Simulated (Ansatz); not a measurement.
Which YAML input does this script hand to the engine? (the Ansatz DFT code, driven from Python)

The cells in order, each with its output:

In [1]:
```python
import itertools

import ansatz as az
from ase import Atoms
from ase.data import atomic_numbers, covalent_radii
import numpy as np

atoms = Atoms(["C", "C", "Al", "C", "Cl", "H", "H", "H", "H", "H", "H", "H", "H"], positions=[
    [-1.2836, -0.6074, -0.0954],
    [-0.0513, 0.0181, 0.4889],
    [1.4475, -1.2554, 0.1782],
    [0.3623, 1.4037, -0.1139],
    [-0.9064, 2.6176, 0.3584],
    [-2.197, 0.1145, 0.109],
    [-1.5189, -1.554, 0.3452],
    [-1.1985, -0.6604, -1.2151],
    [-0.1661, 0.1388, 1.632],
    [2.8451, -0.6494, -0.3551],
    [1.1137, -2.7061, -0.3538],
    [0.3419, 1.345, -1.2028],
    [1.2317, 1.7604, 0.2393],
])
mol = az.Crystal.molecule_from_ase(atoms)
```

In [2]:
```python
job = mol.calculation()
job = job.basis(gaussian="def2-SVP").functional("B3LYP")
symbols = [site.symbol for site in mol.cartesian_sites]
start = np.array([site.position_ang for site in mol.cartesian_sites], dtype=float)
r = job.relax(force_tolerance=0.02, max_steps=100).run().report
end = np.array(r["positions_ang"])
```

In [3]:
```python
for key in ("converged", "free_energy_ev", "reference_energy_ev", "n_frozen", "n_occupied", "n_virtual"):
    print(f"{key:22s} {r[key]}")
```
```text
converged              True
free_energy_ev         -22353.407019659644
reference_energy_ev    -22353.407019659644
n_frozen               0
n_occupied             [28, 28]
n_virtual              [90, 90]
```

In [4]:
```python
# pairs closer than 1.2 times the sum of covalent radii, before or after
radius = [covalent_radii[atomic_numbers[s]] for s in symbols]
span = lambda where, i, j: np.linalg.norm(where[i] - where[j])
bonded = [(i, j) for i, j in itertools.combinations(range(len(symbols)), 2) if min(span(start, i, j), span(end, i, j)) < 1.2 * (radius[i] + radius[j])]
print("pair        before    after (A)")
for i, j in bonded:
    print(f"{symbols[i]}{i}-{symbols[j]}{j}".ljust(10), f"{span(start, i, j):8.4f} {span(end, i, j):8.4f}")
for first, second in list(itertools.combinations(bonded, 2)):
    shared = set(first) & set(second)
    if shared and symbols[(j := shared.pop())] != "H":
        i, k = sorted((set(first) | set(second)) - {j})
        u, v = end[i] - end[j], end[k] - end[j]
        angle = np.degrees(np.arccos(np.clip(u @ v / np.linalg.norm(u) / np.linalg.norm(v), -1, 1)))
        print(f"final angle {symbols[i]}{i}-{symbols[j]}{j}-{symbols[k]}{k}: {angle:.2f} deg")
with open("c3h8alcl_opt.xyz", "w") as handle:
    handle.write(f"{len(symbols)}\nrelaxed C3H8AlCl\n")
    handle.writelines(f"{s:2s} {x:11.6f} {y:11.6f} {z:11.6f}\n" for s, (x, y, z) in zip(symbols, end))
```
```text
pair        before    after (A)
C0-C1        1.5004   1.5388
C0-H5        1.1820   1.1024
C0-H6        1.0703   1.1019
C0-H7        1.1242   1.1042
C1-Al2       1.9912   1.9901
C1-C3        1.5666   1.5171
C1-H8        1.1552   1.1128
Al2-H9       1.6140   1.5895
Al2-H10      1.5808   1.5875
C3-Cl4       1.8183   1.8378
C3-H11       1.0907   1.1003
C3-H12       1.0039   1.0986
final angle C1-C0-H5: 110.96 deg
final angle C1-C0-H6: 111.75 deg
final angle C1-C0-H7: 111.62 deg
final angle C0-C1-Al2: 113.84 deg
final angle C0-C1-C3: 113.64 deg
final angle C0-C1-H8: 107.88 deg
final angle H5-C0-H6: 107.86 deg
final angle H5-C0-H7: 107.14 deg
final angle H6-C0-H7: 107.29 deg
final angle Al2-C1-C3: 112.61 deg
final angle Al2-C1-H8: 100.74 deg
final angle C1-Al2-H9: 120.41 deg
final angle C1-Al2-H10: 118.85 deg
final angle C3-C1-H8: 106.95 deg
final angle C1-C3-Cl4: 113.44 deg
final angle C1-C3-H11: 112.19 deg
final angle C1-C3-H12: 112.63 deg
final angle H9-Al2-H10: 120.64 deg
final angle Cl4-C3-H11: 104.85 deg
final angle Cl4-C3-H12: 104.75 deg
final angle H11-C3-H12: 108.40 deg
```

`input.yaml`:
```yaml
crystal:
  periodic: [false, false, false]
  atoms:
    - { symbol: C, position_ang: [-1.2836, -0.6074, -0.0954] }
    - { symbol: C, position_ang: [-0.0513, 0.0181, 0.4889] }
    - { symbol: Al, position_ang: [1.4475, -1.2554, 0.1782] }
    - { symbol: C, position_ang: [0.3623, 1.4037, -0.1139] }
    - { symbol: Cl, position_ang: [-0.9064, 2.6176, 0.3584] }
    - { symbol: H, position_ang: [-2.197, 0.1145, 0.109] }
    - { symbol: H, position_ang: [-1.5189, -1.554, 0.3452] }
    - { symbol: H, position_ang: [-1.1985, -0.6604, -1.2151] }
    - { symbol: H, position_ang: [-0.1661, 0.1388, 1.632] }
    - { symbol: H, position_ang: [2.8451, -0.6494, -0.3551] }
    - { symbol: H, position_ang: [1.1137, -2.7061, -0.3538] }
    - { symbol: H, position_ang: [0.3419, 1.345, -1.2028] }
    - { symbol: H, position_ang: [1.2317, 1.7604, 0.2393] }
basis:
  gaussian:
    orbitals: def2-SVP
hamiltonian:
  xc: b3lyp
relax:
  f_tol: 0.02
  max_steps: 100
```

What to keep in mind:
- Total energies depend on the basis set; only differences at equal settings carry meaning.
- The end point is the stationary point reached from this start; no frequency run checks that it is a minimum, and the basis set is modest.
- b3lyp holds the VWN-RPA fit, as in Gaussian; the form of ORCA and Turbomole is b3lyp5.
- Hardware and time: 60 s on 1 thread of Arm Neoverse V2, with other jobs on the host, peak memory 0.36 GiB.
